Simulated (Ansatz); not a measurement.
A nudged elastic band was laid between two geometries of a periodic cell of 17 atoms, TiSi₁₆ (host Si, host structure diamond, interstitial Ti).

The calculation used Ansatz, DFT PBE-D3(BJ), scalar-relativistic, plane waves, PAW. Settings: PAW set soft_1, cutoff 420 eV, k mesh 2x2x2, gaussian smearing 0.02 eV, no spin polarisation.

```yaml
movable_images: 5
climbing_image: yes
spring: 5.0 eV/Å²
optimiser: fire
start_path: IDPP
force_threshold: 0.05 eV/Å
iteration_limit: 47
end_points: relaxed
```

First end point:

```xyz
17
Lattice="0.0000 5.4300 5.4300 5.4300 0.0000 5.4300 5.4300 5.4300 0.0000" Properties=species:S:1:pos:R:3
Si 0.008 0.000 0.038
Si 1.319 1.323 1.334
Si 2.717 2.720 -0.022
Si 4.115 4.118 1.333
Si 2.738 -0.036 2.718
Si 4.139 1.297 4.120
Si 5.472 2.699 2.718
Si 6.782 4.085 4.082
Si -0.041 2.739 2.714
Si 1.298 4.137 4.112
Si 2.698 5.476 2.714
Si 4.081 6.786 4.080
Si 2.720 2.717 5.449
Si 4.093 4.098 6.754
Si 5.431 5.435 5.405
Si 6.769 6.773 6.754
Ti 2.719 2.717 2.735
```

Last end point:

```xyz
17
Lattice="0.0000 5.4300 5.4300 5.4300 0.0000 5.4300 5.4300 5.4300 0.0000" Properties=species:S:1:pos:R:3
Si -0.018 0.031 -0.015
Si 1.361 1.340 1.359
Si 2.779 2.669 -0.063
Si 4.113 4.069 1.342
Si 2.735 0.036 2.739
Si 4.075 1.382 4.078
Si 5.424 2.706 2.726
Si 6.810 4.072 4.034
Si -0.062 2.676 2.777
Si 1.342 4.072 4.116
Si 2.757 5.455 2.759
Si 4.079 6.751 4.072
Si 2.724 2.707 5.427
Si 4.030 4.075 6.811
Si 5.390 5.454 5.394
Si 6.789 6.811 6.791
Ti 1.360 4.054 1.358
```

**Question.** Which bonds break or form, and what moves?

**Answer.** Contacts lost: Si5–Ti17, Si6–Ti17, Si7–Ti17, Si13–Ti17. Contacts made: Si8–Ti17, Si14–Ti17, Si15–Ti17, Si16–Ti17. The atom that moves furthest is Ti17, by 2.35 Å; four of its nearest neighbours are Si2 2.42, Si4 2.42, Si10 2.44, Si6 2.44 Å at the first end and Si15 2.42, Si11 2.42, Si9 2.44, Si3 2.44 Å at the last.

**Question.** What energy profile does the band end with?

**Answer.** It converged. The highest image is number 3 of 0 to 6, 1.73 eV above the ends, which have the same energy within 2 meV. By the program's own check the climbing image is of a kind that is not told: the force calls were inconclusive, a negative curvature could not be distinguished from the path's own, the only one lies far off the path, or fixed occupations may fill a level only in part (lowest curvatures found: -2.27 and -0.10 eV/Å²). Limits of this set-up: coarse k mesh, a small cell, in which the defect meets its images.

```csv
image,path coordinate (Å),energy (eV),Si5–Ti17 (Å),Si6–Ti17 (Å),Si7–Ti17 (Å)
0,0.00,0.00,2.75,2.44,2.75
1,0.52,0.10,2.83,2.41,2.83
2,1.04,1.07,3.14,2.77,3.14
3,1.57,1.73,3.52,3.32,3.52
4,2.05,1.15,3.90,3.80,3.90
5,2.54,0.16,4.29,4.29,4.29
6,3.04,0.00,4.47,4.68,4.49
```

**Question.** What is the geometry of the highest image?

**Answer.** 
```xyz
17
Lattice="0.0000 5.4300 5.4300 5.4300 0.0000 5.4300 5.4300 5.4300 0.0000" Properties=species:S:1:pos:R:3
Si -0.125 0.128 -0.126
Si 1.286 1.225 1.281
Si 2.798 2.635 -0.128
Si 4.209 4.148 1.283
Si 2.675 -0.005 2.683
Si 3.950 1.483 3.958
Si 5.438 2.757 2.683
Si 6.831 4.032 4.076
Si -0.127 2.638 2.787
Si 1.283 4.154 4.199
Si 2.797 5.563 2.788
Si 4.205 6.661 4.196
Si 2.672 2.761 5.440
Si 4.065 4.036 6.832
Si 5.550 5.312 5.555
Si 6.828 6.797 6.832
Ti 2.039 3.396 2.033
```

Run time: 23 min on 1 thread of Arm Neoverse V1, on a shared host, peak memory 0.88 GiB.
